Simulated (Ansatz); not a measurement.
I need a rigid torsion scan of C₃H₅OSb, SMILES [SbH2][O]C1=CC1. Use Ansatz's Python interface. Use (for the species named): B3LYP, def2-SVP basis, multiplicity 1, D4 dispersion.

```xyz
10

Sb   -1.8383    0.9478   -1.6443
O    -1.1402   -0.7575   -0.8994
C    -0.1060   -0.7283   -0.0200
C     0.9491   -1.4076    0.8376
C     0.8760   -0.0330    0.7217
H    -1.9075    1.7524   -0.0614
H    -0.2431    1.5977   -2.0032
H     1.3202   -2.3162    1.2427
H     0.4604    0.5086    1.6695
H     1.7125    0.3849    0.1599
```

`torsion_c3h5osb.py`:
```python
"""Rigid torsion scan of C3H5OSb."""

import warnings

import ansatz
from ase import Atoms

warnings.simplefilter("ignore", ansatz.DeckWarning)

atoms = Atoms(["Sb", "O", "C", "C", "C", "H", "H", "H", "H", "H"], positions=[
    [-1.8383, 0.9478, -1.6443],
    [-1.1402, -0.7575, -0.8994],
    [-0.106, -0.7283, -0.02],
    [0.9491, -1.4076, 0.8376],
    [0.876, -0.033, 0.7217],
    [-1.9075, 1.7524, -0.0614],
    [-0.2431, 1.5977, -2.0032],
    [1.3202, -2.3162, 1.2427],
    [0.4604, 0.5086, 1.6695],
    [1.7125, 0.3849, 0.1599],
])

# start the scan from a relaxed geometry
first = (
    ansatz.Crystal.molecule_from_ase(atoms).calculation()
    .basis(gaussian="def2-SVP")
    .functional("b3lyp", dispersion="d4")
    .relax(force_tolerance=0.02, max_steps=80)
)
atoms.positions = first.run().report["positions_ang"]

start = atoms.get_dihedral(2, 1, 0, 5)
energies = {}
for turn in range(0, 360, 40):
    turned = atoms.copy()
    turned.set_dihedral(2, 1, 0, 5, start + turn, indices=[0, 5, 6])
    calculation = (
        ansatz.Crystal.molecule_from_ase(turned).calculation()
        .basis(gaussian="def2-SVP")
        .functional("b3lyp", dispersion="d4")
    )
    energies[round((start + turn) % 360)] = calculation.run().report["free_energy_ev"]
floor = min(energies.values())
print("dihedral C2-O1-Sb0-H5 (deg)   E - E(min) (eV)")
for angle, e in sorted(energies.items()):
    print(f"{angle:8d} {(e - floor):14.3f}  " + "#" * int(30 * (e - floor) / max(max(energies.values()) - floor, 1e-9)))
```

```console
$ python torsion_c3h5osb.py
dihedral C2-O1-Sb0-H5 (deg)   E - E(min) (eV)
      36          0.051  ##############################
      76          0.039  #######################
     116          0.026  ###############
     156          0.027  ################
     196          0.042  ########################
     236          0.048  ############################
     276          0.017  ##########
     316          0.000
     356          0.019  ###########
```

What to keep in mind:
- The scan is rigid and the energies are electronic, in a modest basis. With rigid groups the curve can differ much from the relaxed path, the start wasn't checked as a minimum of this torsion, and equivalent turns needn't return to the same energy.
- def2 sets replace the cores of elements past krypton by effective core potentials.
- b3lyp holds the VWN-RPA fit, as in Gaussian; the form of ORCA and Turbomole is b3lyp5.
- Wall time of the script: 110 s on 1 thread of Arm Neoverse V1 (shared host), peak memory 0.33 GiB.
